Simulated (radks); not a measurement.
# The Coulomb parameter U of the 3d shell of Cr³⁺

Aim: U as the second difference [E(n + 0.5) + E(n − 0.5) − 2E(n)]/0.5², with all orbitals relaxed. Bare: the atom's charge changes with n. Screened: the 4p shell takes up the change. The start is a model configuration, not necessarily the ground state.

Method: scalar-relativistic Kohn-Sham, BLYP, spin-unpolarised, spherical densities, finite nucleus. Code: radks (a radial shooting solver on a logarithmic mesh, Libxc functionals) version 1.

## 1. The system

```
element            : chromium (Z = 24)
charge             : +3
electrons          : 21
configuration      : [Ar] 3d1.5 4p1.5
nuclear rms radius : 3.6452 fm
```

## 2. Start: [Ar] 3d1.5 4p1.5

The run's settings:

```text
Z 24
configuration [Ar] 3d1.5 4p1.5
relativity scalar-relativistic
functional b88,lyp
spin unpolarised
nucleus finite rms 3.6452 fm
c 137.035999084
```

## 3. Bare +0.5: [Ar] 3d2 4p1.5

Settings, as their differences from step 2:

```diff
@@ -1,3 +1,3 @@
 Z 24
-configuration [Ar] 3d1.5 4p1.5
+configuration [Ar] 3d2 4p1.5
 relativity scalar-relativistic
```

## 4. Bare -0.5: [Ar] 3d1 4p1.5

Settings, as their differences from step 3:

```diff
@@ -1,3 +1,3 @@
 Z 24
-configuration [Ar] 3d2 4p1.5
+configuration [Ar] 3d1 4p1.5
 relativity scalar-relativistic
```

## 5. Screened +0.5: [Ar] 3d2 4p1

Settings, as their differences from step 4:

```diff
@@ -1,3 +1,3 @@
 Z 24
-configuration [Ar] 3d1 4p1.5
+configuration [Ar] 3d2 4p1
 relativity scalar-relativistic
```

## 6. Screened -0.5: [Ar] 3d1 4p2

Settings, as their differences from step 5:

```diff
@@ -1,3 +1,3 @@
 Z 24
-configuration [Ar] 3d2 4p1
+configuration [Ar] 3d1 4p2
 relativity scalar-relativistic
```

Before running it: what results should come out?

The runs gave:

```tsv
quantity	value (eV)
U, bare	19.161
U, screened by 4p	6.054
F0(3d,3d), frozen orbitals	24.665
```

What this shows: Relaxing the orbitals brings U down to 78 % of the Slater integral F0. Letting 4p compensate leaves 32 % of the bare value; this second difference measures U(3d,3d) + U(4p,4p) − 2U(3d,4p). A solid screens further than the bare atom, so the bare value is an upper guide for the U of a crystal.
